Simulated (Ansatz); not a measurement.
# SnO2 (Cassiterite): the cost of one run

Program: the Python package of Ansatz 0.2.0. Level of theory: DFT PBEsol, plane waves, PAW. These are calculated values, not measurements.

### 1 The system

Symmetry: P4_2/mnm, No. 136, tetragonal system. The conventional cell has a = 4.738 Å, b = 4.738 Å, c = 3.187 Å, α = 90.00°, β = 90.00°, γ = 90.00°. Around Sn (site symmetry mmm) lie 6 O at 2.05 to 2.06 Å. O (site symmetry m2m) is surrounded by 3 Sn at 2.05 to 2.06 Å.

No structure file is read: the coordinates are typed or built in the script.

### 2 The script

elastic_sno2.py reads:

```python
'''Elastic constants of SnO2.'''

import warnings

import ansatz as az
import numpy as np

warnings.simplefilter('ignore', az.DeckWarning)

structure = (
    az.Lattice.of([4.738, 0.0, 0.0], [0.0, 4.738, 0.0], [0.0, 0.0, 3.1865])
    .atom('Sn', [0.0, 0.0, 0.0])
    .atom('Sn', [0.5, 0.5, 0.5])
    .atom('O', [0.3071, 0.3071, 0.0])
    .atom('O', [0.1929, 0.8071, 0.5])
    .atom('O', [0.6929, 0.6929, 0.0])
    .atom('O', [0.8071, 0.1929, 0.5])
)

calculation = structure.calculation()
calculation = calculation.occupations('fermi_dirac', width=0.05)
calculation = calculation.basis(470)
calculation = calculation.functional('pbesol')
calculation = calculation.kpoints(6, 6, 8)
res = calculation.elastic(az.ElasticMode.CLAMPED_ION).run()
elastic = res.elastic

C = np.asarray(elastic.c_gpa)
for i in range(6):
    for j in range(i, 6):
        if abs(C[i, j]) > 0.05:
            print(f'C{i + 1}{j + 1} = {C[i, j]:.1f} GPa')
print('smallest eigenvalue of C:', round(elastic.stability.min_eigenvalue_gpa, 1), 'GPa; tensor positive definite:', elastic.stability.min_eigenvalue_gpa > 0)
# averaged moduli need a positive definite tensor
if elastic.stability.min_eigenvalue_gpa > 0:
    m = elastic.moduli
    print(f'K = {m.k_hill_gpa:.1f}, G = {m.g_hill_gpa:.1f}, E = {m.youngs_gpa:.1f} GPa, Poisson ratio {m.poisson:.3f}, K/G = {m.k_hill_gpa / m.g_hill_gpa:.2f}')
```

### 3 What the engine is handed

The package turns the script's settings into the engine's input:

```yaml
crystal:
  lattice:
    - [4.738, 0.0, 0.0]
    - [0.0, 4.738, 0.0]
    - [0.0, 0.0, 3.1865]
  atoms:
    - { symbol: Sn, position: [0.0, 0.0, 0.0] }
    - { symbol: Sn, position: [0.5, 0.5, 0.5] }
    - { symbol: O, position: [0.3071, 0.3071, 0.0] }
    - { symbol: O, position: [0.1929, 0.8071, 0.5] }
    - { symbol: O, position: [0.6929, 0.6929, 0.0] }
    - { symbol: O, position: [0.8071, 0.1929, 0.5] }
basis:
  ecutwfc: 470.0
kpoints:
  mp_grid:
    grid: [6, 6, 8]
hamiltonian:
  xc: pbesol
scf:
  occupations:
    method: fermi_dirac
    width: 0.05
elastic:
  mode: clamped_ion
```

### 4 Launch

The run is started by

```console
python elastic_sno2.py
```

Q: Estimate wall time and peak memory on 1 thread of Arm Neoverse V2, shared host.

About 2.3 min, with a peak of 0.57 GiB.
